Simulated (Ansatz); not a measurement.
Mg, space group Fm-3m: an equation of state with a fit, run with Ansatz 0.2.0, Python API.

`eos.py`:
```python
'''Equation of state of Mg.'''

import argparse
import warnings

import ansatz as az
import numpy as np
from pymatgen.analysis.eos import EOS

parser = argparse.ArgumentParser(description='Equation of state of Mg.')
parser.add_argument('--xc', required=True, help='exchange-correlation functional')
parser.add_argument('--occupations', default='Fermi-Dirac', help='how the bands are filled')
parser.add_argument('--width-ev', type=float, required=True, help='smearing width (eV)')
parser.add_argument('--ecut', type=float, default=600.0, help='plane-wave cutoff (eV)')
parser.add_argument('--kmesh', type=int, nargs=3, required=True, help='k-point sampling')
args = parser.parse_args()

vectors0 = np.array([
    [0.0, 2.24426, 2.24426],
    [2.24426, 0.0, 2.24426],
    [2.24426, 2.24426, 0.0],
])
sites = [
    ('Mg', (0.0, 0.0, 0.0)),
]


def crystal_on(cell):
    crystal = az.Crystal(lattice=az.Lattice.of(cell))
    for symbol, position in sites:
        crystal = crystal.atom(symbol, position)
    return crystal

warnings.simplefilter('ignore', az.DeckWarning)

# scale the volume, keep shape and fractions
volumes, energies = [], []
for scale in np.linspace(0.94, 1.06, 7):
    cell = vectors0 * scale ** (1 / 3)
    calc = (
        crystal_on(cell).calculation()
        .functional(args.xc)
        .pseudopotentials('paw')
        .occupations(args.occupations, width=args.width_ev)
        .basis(args.ecut)
        .kpoints(*args.kmesh)
    )
    data = calc.run(threads=1, backend='cpu').report
    volumes.append(abs(np.linalg.det(cell)) / len(sites))
    energies.append(data['free_energy_ev'] / len(sites))
    print(f'V = {volumes[-1]:8.4f} A^3/atom  F = {energies[-1]:.5f} eV/atom')

for form in ['vinet', 'birch_murnaghan', 'murnaghan']:
    fit = EOS(eos_name=form).fit(volumes, energies)
    print(f'{form:18s} V0 {fit.v0:8.4f} A^3/atom  B0 {fit.b0_GPa:7.1f} GPa  B1 {fit.b1:5.2f}')
```

From its runs, with one value withheld:

| V (Å³/atom) | F less the lowest row shown (meV/atom) |
| --- | --- |
| 21.251 | 13.44 |
| 21.703 | ? |
| 22.155 | 1.96 |
| 22.607 | 0.00 |
| 23.059 | 0.26 |
| 23.512 | 2.54 |
| 23.964 | 6.65 |

What is the missing energy at 21.703 Å³ an atom?

A third-order Birch-Murnaghan fit, E = E0 + (9 V0 B0 / 16) [(t - 1)³ B' + (t - 1)² (6 - 4t)] with t = (V0/V)^(2/3), through the 6 rows shown gives V0 = 22.776 Å³, B0 = 38.2 GPa, B' = 3.81 and E0 = -0.15 meV. At V = 21.703 Å³, t = 1.03270, and the fit interpolates to 6.36 meV. The run gave 6.36 meV, a miss of 0.00 meV.

Notes:
- The mesh is modest for a metal, so energies can be off by several to tens of meV an atom and pressures by half a GPa or more; differences at equal mesh fare better.
- This isn't the structure that Mg takes at ambient conditions.
- It ran for 9.5 s on 1 thread of Intel(R) Xeon(R) Platinum 8488C (Sapphire Rapids), with other jobs on the host, peak memory 0.49 GiB.
